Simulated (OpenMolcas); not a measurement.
# CH4FGeN (SMILES [H]/N=[C](/F)[GeH3]) at 6 levels

Wanted: a comparison of 6 runs (HF/3-21G, BLYP/6-31G*, M06-2X/6-31G*, TPSS/6-31G*, B3LYP/6-31G*, MP2/6-31G*) of CH4FGeN. 

The calculation is run with OpenMolcas 26.06.

1 further run of the same task is left out (set aside as unsound or not needed).

### Step 1. The structure to begin with

CH4FGeN has 8 atoms, charge 0, and is taken as a singlet. As SMILES, `[H]/N=[C](/F)[GeH3]`. The shape is that of a PBE0-D4/def2-TZVP optimisation.

Bond lengths: N1–C2 1.246 Å, C2–F3 1.346 Å, C2–Ge4 1.978 Å, N1–H5 1.016 Å, Ge4–H6 1.532 Å, Ge4–H7 1.534 Å, Ge4–H8 1.532 Å. Angles: N1–C2–F3 117.4°, N1–C2–Ge4 131.1°, F3–C2–Ge4 111.5°, C2–N1–H5 111.2°, C2–Ge4–H6 108.9°, C2–Ge4–H7 106.6°, C2–Ge4–H8 108.9°, H6–Ge4–H7 111.0°, H6–Ge4–H8 110.4°, H7–Ge4–H8 111.0°.

### Step 2. Energy and gradient at HF/3-21G (run 1)

File job.input:

```
&GATEWAY
 BasLib = $CurrDir
 Coord
 8
 angstrom
 N        1.895900       0.222300      -0.348500
 C        0.908100       0.027300       0.385600
 F        1.137400      -0.127100       1.702400
 Ge      -1.019900      -0.103800      -0.035500
 H        1.617200       0.325400      -1.319900
 H       -1.766200       1.006900       0.710300
 H       -1.149700       0.071600      -1.553900
 H       -1.530700      -1.479600       0.403700
 Basis = 3-21G
 Group = NoSym

&SEWARD

&SCF
 Thresholds = 1e-10 1e-07 1e-07 1e-05
 PrOrbitals = 1 1

&ALASKA
```

The basis set 3-21G is read from a file made from the Basis Set Exchange's data (not shown).

On the command line:

```
$ export MOLCAS_MEM=1860
$ pymolcas job.input > job.log
```

Log:

```text
--- Start Module: gateway ---
[...]
--- Stop Module: gateway /rc=_RC_ALL_IS_WELL_ ---
[...]
      Basis functions           57
[...]
--- Start Module: scf ---
[...]
       Convergence after  14 Iterations
[...]
::    Total SCF energy                              -2258.3149332579
[...]
      Total spin, S                                     0.0000000000
[...]
      Total electronic charge=   58.000000
      Total            charge=   -0.000000
[...]
      Dipole Moment (debye):
      Origin of the operator (angstrom)=   -0.1561   -0.0547    0.2252
                   X= -3.0487E+00               Y= -3.8963E-03               Z= -2.1867E+00           Total=  3.7519E+00
      Quadrupole Moment (debye*angstrom):
[...]
--- Stop Module: scf /rc=_RC_ALL_IS_WELL_ ---
[...]
--- Start Module: alaska ---
[...]
 *              Molecular gradients               *
 **************************************************
  Irreducible representation: a
 ------------------------------------------------------------------------------------------
                              X                       Y                       Z
 ------------------------------------------------------------------------------------------
  N1                2.02310938950383E-02    1.47420839543200E-03    3.72121378468204E-03
  C2               -5.64400430528922E-03   -3.37571713718432E-03    2.13558619313219E-02
  F3                7.16736845443933E-04    2.84409245220862E-03   -2.09330643906220E-02
  GE4              -1.94547957889313E-03    3.59913860015881E-04   -4.19945675337274E-03
  H5               -1.02554251773757E-02   -9.31464893972000E-04   -4.51564649934788E-04
  H6               -1.20816246023736E-03    3.44161194537840E-04    1.93454078267763E-04
  H7               -7.53702155181779E-04   -1.12643002255441E-04    2.11837610909704E-04
  H8               -1.14105706341006E-03   -6.02550868773477E-04    1.01718388783256E-04
[...]
--- Stop Module: alaska /rc=_RC_ALL_IS_WELL_ ---
[...]
```

It took 7.5 s on 1 thread of Intel Xeon Platinum 8259CL at 2.50GHz (Skylake/Cascade Lake), shared host; peak memory 0.39 GiB.

### Step 3. Energy and gradient at BLYP/6-31G(d) (spherical functions) (run 2)

File mol.input:

```
>>> EXPORT MOLCAS_PRINT=2
&GATEWAY
BasLib
$CurrDir
Coord
8
angstrom
N        1.895900       0.222300      -0.348500
C        0.908100       0.027300       0.385600
F        1.137400      -0.127100       1.702400
Ge      -1.019900      -0.103800      -0.035500
H        1.617200       0.325400      -1.319900
H       -1.766200       1.006900       0.710300
H       -1.149700       0.071600      -1.553900
H       -1.530700      -1.479600       0.403700
Basis
6-31Gs
Group
NoSym
&SEWARD
GridInput
Grid=UltraFine
End of Grid
&SCF
KSDFT
BLYP
Thresholds
1e-10 1e-07 1e-07 1e-05
PrOrbitals
1 1
&ALASKA
```

The basis set 6-31G* is read from a file made from the Basis Set Exchange's data (not shown).

On the command line:

```
$ export MOLCAS_MEM=1860
$ pymolcas mol.input > mol.log
```

Log:

```text
--- Start Module: gateway ---
[...]
--- Stop Module: gateway /rc=_RC_ALL_IS_WELL_ ---
[...]
      Basis functions           82
[...]
--- Start Module: scf ---
[...]
       Convergence after  16 Iterations
[...]
::    Total KS-DFT energy                           -2271.7884809961
[...]
      Total spin, S                                     0.0000000000
[...]
      Total electronic charge=   58.000000
      Total            charge=   -0.000000
[...]
      Dipole Moment (debye):
      Origin of the operator (angstrom)=   -0.1561   -0.0547    0.2252
                   X= -2.1236E+00               Y= -2.0489E-02               Z= -1.3914E+00           Total=  2.5389E+00
      Quadrupole Moment (debye*angstrom):
[...]
--- Stop Module: scf /rc=_RC_ALL_IS_WELL_ ---
[...]
--- Start Module: alaska ---
[...]
 *              Molecular gradients               *
 **************************************************
  Irreducible representation: a
 ------------------------------------------------------------------------------------------
                              X                       Y                       Z
 ------------------------------------------------------------------------------------------
  N1               -2.85591525510114E-02   -4.36913254569982E-03    1.17632233405374E-02
  C2                1.97382403512769E-02    2.14896634621935E-03   -1.56736121208018E-03
  F3               -1.61754845462703E-03    2.77262791289656E-03   -2.19936749717959E-02
  GE4               4.24357134942710E-04    1.49710256987845E-04   -7.49770673034611E-04
  H5                1.43504406707022E-03   -1.29567248180307E-03    1.07672053058403E-02
  H6                4.02498816979602E-03   -4.68970447103167E-03   -3.12693527106811E-03
  H7                1.52922578547543E-03   -6.93289286334942E-04    6.70158457049475E-03
  H8                3.02484549701720E-03    5.97649426873126E-03   -1.79427108874819E-03
[...]
--- Stop Module: alaska /rc=_RC_ALL_IS_WELL_ ---
[...]
```

Wall time 41 s (1 thread of Intel Xeon Platinum 8259CL at 2.50GHz (Skylake/Cascade Lake), shared host); peak memory 0.46 GiB.

Run 3 isn't shown in full; the table further down has it.

### Step 4. Energy and forces at TPSS/6-31G(d) (spherical functions) (run 4)

File mol.inp:

```
* CH4FGeN Kohn-Sham DFT
>>> EXPORT MOLCAS_PRINT=2

&GATEWAY
 BasLib
 $CurrDir
 Coord
 8
 angstrom
 N        1.895900       0.222300      -0.348500
 C        0.908100       0.027300       0.385600
 F        1.137400      -0.127100       1.702400
 Ge      -1.019900      -0.103800      -0.035500
 H        1.617200       0.325400      -1.319900
 H       -1.766200       1.006900       0.710300
 H       -1.149700       0.071600      -1.553900
 H       -1.530700      -1.479600       0.403700
 Basis
 6-31Gs
 Group
 NoSym

&SEWARD
 GridInput
 Grid=UltraFine
 End of Grid

&SCF
 KSDFT
 2
 1.0 MGGA_X_TPSS
 1.0 MGGA_C_TPSS
 Thresholds
 1e-10 1e-07 1e-07 1e-05
 PrOrbitals
 1

&ALASKA
```

The basis set 6-31G* is read from a file made from the Basis Set Exchange's data (not shown).

On the command line:

```
$ export MOLCAS_MEM=1860
$ pymolcas mol.inp > mol.log
```

Log:

```text
--- Start Module: gateway ---
[...]
--- Stop Module: gateway /rc=_RC_ALL_IS_WELL_ ---
[...]
      Basis functions           82
[...]
--- Start Module: scf ---
[...]
       Convergence after  18 Iterations
[...]
::    Total KS-DFT energy                           -2271.7809884106
[...]
      Total spin, S                                     0.0000000000
[...]
      Total electronic charge=   58.000000
      Total            charge=   -0.000000
[...]
      Dipole Moment (debye):
      Origin of the operator (angstrom)=   -0.1561   -0.0547    0.2252
                   X= -2.2169E+00               Y= -2.1790E-02               Z= -1.4489E+00           Total=  2.6485E+00
      Quadrupole Moment (debye*angstrom):
[...]
--- Stop Module: scf /rc=_RC_ALL_IS_WELL_ ---
[...]
--- Start Module: alaska ---
[...]
 *              Molecular gradients               *
 **************************************************
  Irreducible representation: a
 ------------------------------------------------------------------------------------------
                              X                       Y                       Z
 ------------------------------------------------------------------------------------------
  N1               -2.54577840701522E-02   -3.92220506429553E-03    1.06968500794560E-02
  C2                2.19211166699695E-02    2.37182770375810E-03   -1.65168042466002E-03
  F3               -1.54974345114489E-03    2.06626750040706E-03   -1.66718902837708E-02
  GE4              -4.78210142468072E-04    9.76519031647971E-05   -1.05719161986695E-03
  H5                1.42444214048636E-03   -8.93277835203876E-04    7.76078895012322E-03
  H6                1.75989170562385E-03   -1.52894546878368E-03   -9.64840973747716E-04
  H7                9.49663255618849E-04   -2.17832047549771E-04    2.40024334869560E-03
  H8                1.43062389219173E-03    2.02651330846049E-03   -5.12279076096078E-04
[...]
--- Stop Module: alaska /rc=_RC_ALL_IS_WELL_ ---
[...]
```

It took 65 s on 1 thread of Intel Xeon Platinum 8259CL at 2.50GHz (Skylake/Cascade Lake), shared host; peak memory 0.46 GiB.

Run 5 isn't shown in full; the table further down has it.

### Step 5. The energy at MP2/6-31G(d) (spherical functions) (run 6)

File struct.xyz:

```xyz
8

N      1.895900     0.222300    -0.348500
C      0.908100     0.027300     0.385600
F      1.137400    -0.127100     1.702400
Ge    -1.019900    -0.103800    -0.035500
H      1.617200     0.325400    -1.319900
H     -1.766200     1.006900     0.710300
H     -1.149700     0.071600    -1.553900
H     -1.530700    -1.479600     0.403700
```

File mol.input:

```
&GATEWAY
 BasLib = $CurrDir
 Coord = struct.xyz
 Basis = 6-31Gs
 Group = NoSym

&SEWARD

&SCF
 Thresholds = 1e-10 1e-07 1e-07 1e-05
 PrOrbitals = 1 1

&MBPT2
 Frozen = 12
```

The basis set 6-31G* is read from a file made from the Basis Set Exchange's data (not shown).

On the command line:

```
$ export MOLCAS_MEM=1860
$ pymolcas mol.input > mol.log
```

Log:

```text
--- Start Module: gateway ---
[...]
--- Stop Module: gateway /rc=_RC_ALL_IS_WELL_ ---
[...]
      Basis functions           82
[...]
--- Start Module: scf ---
[...]
       Convergence after  17 Iterations
[...]
::    Total SCF energy                              -2269.1169124092
[...]
      Total spin, S                                     0.0000000000
[...]
      Total electronic charge=   58.000000
      Total            charge=   -0.000000
[...]
      Dipole Moment (debye):
      Origin of the operator (angstrom)=   -0.1561   -0.0547    0.2252
                   X= -3.0002E+00               Y= -4.3734E-02               Z= -1.8576E+00           Total=  3.5290E+00
      Quadrupole Moment (debye*angstrom):
[...]
--- Stop Module: scf /rc=_RC_ALL_IS_WELL_ ---
[...]
--- Start Module: mbpt2 ---
[...]
WARNING!
Default frozen orbitals as non valence orbitals is overwritten by user input.
Default values:  17
[...]
       Reference weight ( Cref**2 )         =        0.83816
::    Total MBPT2 energy                            -2269.8151721023
[...]
      Total MBPT2 calculations                           0.31      0.37
--- Stop Module: mbpt2 /rc=_RC_ALL_IS_WELL_ ---
[...]
```

Run time: 11 s. Hardware: 1 thread of Intel Xeon Platinum 8259CL at 2.50GHz (Skylake/Cascade Lake), shared host; peak memory 0.46 GiB.

### Step 6. The series

```
run                                level  integration grid  Cartesian functions   energy (Eh)  dipole moment (D) of the reference  HOMO energy (eV)  LUMO energy (eV)  wall time
  1                             HF/3-21G                 –                   no  -2258.314933                                3.75            -11.34              3.62      7.5 s
  2    BLYP/6-31G* (spherical functions)         UltraFine                   no  -2271.788481                                2.54             -6.21             -1.04       41 s
  3  M06-2X/6-31G* (spherical functions)         UltraFine                   no  -2271.692154                                3.07             -9.24              0.80       58 s
  4    TPSS/6-31G* (spherical functions)         UltraFine                   no  -2271.780988                                2.65             -6.50             -1.11       65 s
  5   B3LYP/6-31G* (Cartesian functions)         UltraFine                  yes  -2271.835140                                2.83             -7.62             -0.41       52 s
  6     MP2/6-31G* (spherical functions)                 –                   no  -2269.815172                                3.53            -11.61              3.38       11 s
```

### Step 7. What came out

| quantity | value |
| --- | --- |
| run 6: total energy | -2269.81517 Eh |
| run 6: dipole moment (mean-field density) | 3.53 D |
| run 6: HOMO energy (Hartree–Fock orbitals) | -11.61 eV |
| run 6: LUMO energy (Hartree–Fock orbitals) | 3.38 eV |
| run 6: HOMO–LUMO gap (Hartree–Fock orbitals) | 14.99 eV |
| run 6: correlation energy (12 core orbitals frozen) | -698.3 mEh |

**Reading.** Over runs 1, 2, 3, 4, 5 the dipole moment (its size) runs from 2.54 D (BLYP/6-31G*) to 3.75 D (HF/3-21G). The two ends differ in method and basis. Over runs 1, 2, 3, 4, 5 the HOMO–LUMO gap runs from 5.17 eV (BLYP/6-31G*) to 14.96 eV (HF/3-21G). Totals of different functionals can't be ranked against each other. All runs together took 3.9 min, the longest 65 s.
